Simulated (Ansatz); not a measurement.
# AlIn2N3: the cost of one run

Computed with Ansatz 0.2.0 (DFT PBE, scalar-relativistic, plane waves, PAW, unless a step's input says otherwise).

**1. The starting structure**

The structure is trigonal, space group R-3m (No. 166). The conventional cell has a = 5.297 Å, b = 5.297 Å, c = 11.490 Å, α = 90.00°, β = 90.00°, γ = 120.00°. Around Al (site symmetry -3m) lie 6 N at 2.45 Å. In (site symmetry 3m) is surrounded by 9 N at 2.80 to 3.04 Å and 4 In at 2.97 to 3.18 Å and 3 Al at 3.09 Å. N (site symmetry 2/m) is surrounded by 2 Al at 2.45 Å and 6 In at 2.80 to 3.04 Å.

Coordinates:

```cif
data_structure
_symmetry_space_group_name_H-M 'R-3m:H'
_symmetry_Int_Tables_number 166
_cell_length_a 5.2967
_cell_length_b 5.2967
_cell_length_c 11.4902
_cell_angle_alpha 90.000
_cell_angle_beta 90.000
_cell_angle_gamma 120.000
_cell_volume 279.17
loop_
_atom_site_label
_atom_site_type_symbol
_atom_site_symmetry_multiplicity
_atom_site_Wyckoff_symbol
_atom_site_fract_x
_atom_site_fract_y
_atom_site_fract_z
_atom_site_occupancy
Al1 Al 3 a 0.00000 0.00000 0.00000 1
In1 In 6 c 0.33333 0.66667 0.29589 1
N1 N 9 d 0.83333 0.16667 0.16667 1
```

The cell is invented: species swapped into a database cell of Er2AlCo3 (R-3m, No. 166), with In on the Er sites and N on the Co sites. Its size is a rough estimate.

**2. Probe: one point on a coarse mesh**

input.yaml reads:

```yaml
crystal:
  lattice:
    - [2.64834287, 1.52902147, 3.83005333]
    - [-2.64834287, 1.52902147, 3.83005333]
    - [0.0, -3.05804293, 3.83005333]
  atoms:
    - { symbol: Al, position: [0.0, 0.0, 0.0] }
    - { symbol: In, position: [0.62922096, 0.62922096, 0.62922096] }
    - { symbol: In, position: [0.37077904, 0.37077904, 0.37077904] }
    - { symbol: "N", position: [0.0, 0.5, 0.0] }
    - { symbol: "N", position: [0.5, 0.0, 0.0] }
    - { symbol: "N", position: [0.0, 0.0, 0.5] }
basis:
  ecutwfc: 420
kpoints:
  mp_grid: { grid: [6, 6, 6] }
hamiltonian:
  xc: pbe
scf:
  occupations: { method: gaussian, width: 0.1 }
  lower_state_search: "off"
output:
  forces: true
  stress: true
  eigenvalues: true
```

Run with:

```sh
> ansatz run input.yaml --threads 1 --pin off --max-ram 2560MiB --backend cpu --events-out ev --progress --plain --runs-dir out
```

What time and memory should one allow on 1 thread of Intel Xeon at 2.50GHz (Skylake/Cascade Lake), shared host?

About 9.6 s, with a peak of 0.41 GiB.
